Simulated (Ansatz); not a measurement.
# LaB (rocksalt): other levels of theory at one geometry

The task here is to estimate one member of a computed series from the others.

Computed with Ansatz 0.2.0 (DFT at several levels, plane waves, PAW, unless a step's input says otherwise).

1 further run of the same task is left out (set aside as unsound or not needed). Runs told in other sessions of the task aren't counted.

### The system as given

The structure is cubic, space group Fm-3m (No. 225). Conventional cell: a = 5.672 Å, b = 5.672 Å, c = 5.672 Å, α = 90.00°, β = 90.00°, γ = 90.00°. La (site symmetry m-3m) has 6 B at 2.84 Å in its first shell of neighbours. Around B (site symmetry m-3m) lie 6 La at 2.84 Å.

As a file:

```xyz
2
Lattice="0.0000 2.8358 2.8358 2.8358 0.0000 2.8358 2.8358 2.8358 0.0000" Properties=species:S:1:pos:R:3 pbc="T T T"
La    2.8358    2.8358    2.8358
B     0.0000    0.0000    0.0000
```

This cell comes from an earlier session at PBE: 22.804 Å³/atom at 0.03 GPa, on a 10×10×10 mesh, no gap.

Levels to run: PBE+SOC; r²SCAN; PBEsol; LDA; HSE06. Hardware: 2 threads of Arm Neoverse V1, shared host.

Set-up of the first run:

Contents of input.yaml:

```yaml
crystal:
  lattice:
    - [0.0, 2.8357827665, 2.8357827665]
    - [2.8357827665, 0.0, 2.8357827665]
    - [2.8357827665, 2.8357827665, 0.0]
  atoms:
    - { symbol: La, position: [0.5, 0.5, 0.5] }
    - { symbol: B, position: [0.0, 0.0, 0.0] }
basis:
  ecutwfc: 420
  ecutrho_ratio: 4
kpoints:
  mp_grid: { grid: [10, 10, 10] }
hamiltonian:
  xc: pbe
scf:
  occupations: { method: gaussian, width: 0.05 }
output:
  forces: true
  stress: true
  eigenvalues: true
  populations: true
  hubbard: { sites: [{ species: La, l: f }] }
  dos: { projected: true, de: 0.02 }
  write_density: true
  write_potential: true
  elf: true
  volumetric_format: npy
magnetization:
  noncollinear: true
  spin_orbit: true
```

The run is started by

```sh
$ ansatz run input.yaml --threads 2 --pin off --max-ram 2662MiB --backend cpu --events-out ev --progress --plain --runs-dir out
```

Steps of the session up to this table: PBE+SOC; r²SCAN; PBEsol; LDA; HSE06.

One of the session's tables, all rows but one given; the rest of the session is left out.

```
  level  pressure (GPa)
    PBE             0.0
    LDA            -4.2
 PBEsol               ?
PBE+SOC            -0.1
 r²SCAN             1.0
  HSE06             0.7
```

Q: Estimate the row for PBEsol from the others.

**Answer.** pressure (GPa): -2.6. In the column «pressure (GPa)» it lies between LDA (-4.2) and PBE+SOC (-0.1).

The pressure runs from -4.2 GPa (LDA) to 1.0 GPa (r²SCAN); a negative pressure means that level wants a smaller cell, a positive one a larger cell. Total energies of different levels have different zeros and can't be compared.

Limits of these values: Warnings in the runs' records: filled band counts differ across k points, stress scf threshold loose, stress exchange threshold loose.
